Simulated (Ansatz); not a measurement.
# CH₃BZn: Born-Oppenheimer dynamics

The task is to watch the atoms for 80 steps of 0.75 fs, started with velocities for 1500 K and run with a Nosé-Hoover thermostat.

Program: Ansatz 0.2.0, Gaussian basis. Level of theory: Hartree-Fock/def2-SVP. These are calculated values, not measurements.

1 further run of the same task is left out (it didn't finish).

**1. Starting geometry**

SMILES `B=[CH][ZnH]`, 6 atoms, charge 0, spin multiplicity 1.

Atoms are counted from 1 here; the program's logs count them from 0.

Bond lengths: B1–C2 1.366 Å, B1–H4 1.149 Å, C2–Zn3 1.973 Å, C2–H5 1.077 Å, Zn3–H6 1.526 Å. Angles: C2–B1–H4 177.0°, B1–C2–Zn3 111.7°, B1–C2–H5 134.9°, Zn3–C2–H5 113.4°, C2–Zn3–H6 176.4°.

Geometry (Å):

```xyz
6
CH3BZn
B    -0.1306    1.2696    0.5739
C     0.4885    0.4530   -0.3287
Zn   -0.2224   -1.3856   -0.2573
H    -0.6869    1.9107    1.3478
H     1.2675    0.5819   -1.0604
H    -0.7162   -2.8296   -0.2752
```

**2. The run**

md/in.yaml reads:

```yaml
crystal:
  periodic: [false, false, false]
  atoms:
    - {symbol: B, position_ang: [-0.130580, 1.269610, 0.573910]}
    - {symbol: C, position_ang: [0.488510, 0.453000, -0.328750]}
    - {symbol: Zn, position_ang: [-0.222360, -1.385590, -0.257330]}
    - {symbol: H, position_ang: [-0.686940, 1.910660, 1.347780]}
    - {symbol: H, position_ang: [1.267550, 0.581890, -1.060420]}
    - {symbol: H, position_ang: [-0.716180, -2.829560, -0.275180]}
basis:
  gaussian: {orbitals: def2-SVP}
hamiltonian: {xc: hf}
md: {n_steps: 80, timestep: 0.75, temperature: 1500, ensemble: nvt_nose_hoover, seed: 921, initial_velocities: maxwell_boltzmann}
```

Launch:

```
> ansatz run in.yaml --threads 2 --pin off --events-out ev --progress --plain --max-ram 3481MiB
```

**Question.** What will these runs give? Wanted: temperature at the start; mean temperature, second half; lowest and highest potential energy, from the first frame; largest change of potential + kinetic.

**Answer**, as computed:

```
                                                 quantity              value
                                                   length  80 steps, 60.0 fs
                                 temperature at the start             1500 K
                            mean temperature, second half              734 K
lowest and highest potential energy, from the first frame      0 and 625 meV
                    largest change of potential + kinetic           72.0 meV
```

What this shows: The thermostat trades energy with the molecule, so the sum of potential and kinetic energy isn't conserved: it changes by +72 meV over the run. The mean temperature of the second half is still well below the 1500 K set. The instant temperature ranges from 428 to 1500 K, as energy passes between motion and strain. The molecule keeps its bonds.
